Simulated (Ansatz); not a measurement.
# GeNH₄ (quartet): the correlation ladder at distance Ge1–H5 along a hydrogen transfer = 1.829 Å, cc-pVDZ

Aim: climb from Hartree-Fock through coupled cluster and multireference methods for GeNH₄ (quartet) at one geometry and basis, and see what each rung misses.

Method: cc-pVDZ, correlated electrons: outside noble gas; program: Ansatz 0.2.0, Gaussian basis.

To be run: UHF; CCSD(T) on ROHF; CCSD(T) on UHF; BCCD(T) on ROHF; CISD; CCSDT(Q) on ROHF; CCSDT(Q) on UHF; CASSCF and MRCISD+Q, 5 electrons in 5 orbitals; CASSCF and NEVPT2, 5 electrons in 5 orbitals.

### 1 What is computed

The geometry derives from fragments relaxed apart (PBE0/def2-TZVP) and kept rigid, so it is no stationary point. A hydrogen atom is moved between rigid fragments. No spin-orbit coupling is included. The filled d shell of Ge may be among the frozen orbitals whatever the setting's name suggests; the logs give the count.

6 atoms, charge 0, spin multiplicity 4.

Atoms are counted from 1 here; the program's logs count them from 0.

Bond lengths: Ge1–H2 1.534 Å, Ge1–H3 1.534 Å, Ge1–H4 1.534 Å, Ge1–H5 1.829 Å. Angles: H2–Ge1–H3 109.5°, H2–Ge1–H4 109.5°, H2–Ge1–H5 109.5°, H3–Ge1–H4 109.5°, H3–Ge1–H5 109.5°, H4–Ge1–H5 109.5°.

In the tables R marks a restricted open-shell determinant and U an unrestricted one; 'pair' is the active space of 5 electrons in 5 orbitals; correlation energies count from the lowest restricted Hartree-Fock solution.

### 2 UHF

Input file in.yaml:

```yaml
crystal:
  periodic: [false, false, false]
  atoms:
    - {symbol: Ge, position_ang: [-0.507296, 0.000000, 0.000000]}
    - {symbol: H, position_ang: [-1.018746, 1.446599, 0.000000]}
    - {symbol: H, position_ang: [-1.018746, -0.723300, 1.252792]}
    - {symbol: H, position_ang: [-1.018746, -0.723299, -1.252792]}
    - {symbol: H, position_ang: [1.321704, 0.000000, 0.000000]}
    - {symbol: N, position_ang: [2.755704, 0.000000, 0.000000]}
basis:
  gaussian: {orbitals: cc-pVDZ}
magnetization: {spin_polarized: true, initial_magnetization: 3}
hamiltonian: {xc: hf}
output: {orbitals: {seedname: orbitals}}
```

Command:

```console
$ ansatz run in.yaml --threads 1 --pin off --events-out ev --progress --plain --max-ram 2393MiB
```

Further steps of the session: CCSD(T) on ROHF; CCSD(T) on UHF; BCCD(T) on ROHF; CISD; CCSDT(Q) on ROHF; CCSDT(Q) on UHF; CASSCF and MRCISD+Q, 5 electrons in 5 orbitals; CASSCF and NEVPT2, 5 electrons in 5 orbitals.

Q: Predict the results of all the runs planned. Wanted: correlation energy, UCCSDT(Q); RMP2 from UCCSDT(Q); UMP2 from UCCSDT(Q); RCCSD from UCCSDT(Q); RCCSD(T) from UCCSDT(Q); UCCSD(T) from UCCSDT(Q); RCCSDT(Q) from UCCSDT(Q); NEVPT2 pair from UCCSDT(Q); MRCISD+Q pair from UCCSDT(Q).

**Answer**, as computed:

| quantity | value |
| --- | --- |
| correlation energy, UCCSDT(Q) | -7.1156 eV |
| RMP2 from UCCSDT(Q) | +147.8 kJ/mol |
| UMP2 from UCCSDT(Q) | +142.7 kJ/mol |
| RCCSD from UCCSDT(Q) | +16.7 kJ/mol |
| RCCSD(T) from UCCSDT(Q) | +3.8 kJ/mol |
| UCCSD(T) from UCCSDT(Q) | +3.5 kJ/mol |
| RCCSDT(Q) from UCCSDT(Q) | +0.3 kJ/mol |
| NEVPT2 pair from UCCSDT(Q) | +130.0 kJ/mol |
| MRCISD+Q pair from UCCSDT(Q) | +4.2 kJ/mol |
| levels of the table within 1 kcal/mol (43 meV) | RCCSD(T), UCCSD(T), BCCD(T), RCCSDT, UCCSDT, RCCSDT(Q) |
| T1 diagnostic | 0.035 |

**Reading.** RCCSD(T) misses by +3.8 kJ/mol, 0.5 % of the correlation energy. Of the multireference levels listed MRCISD+Q pair comes nearest in total energy (+4.2 kJ/mol), which doesn't show that its space is the better one. These misses are within one basis, not against nature; the frozen cores of restricted and unrestricted runs differ, which can shift their rows.
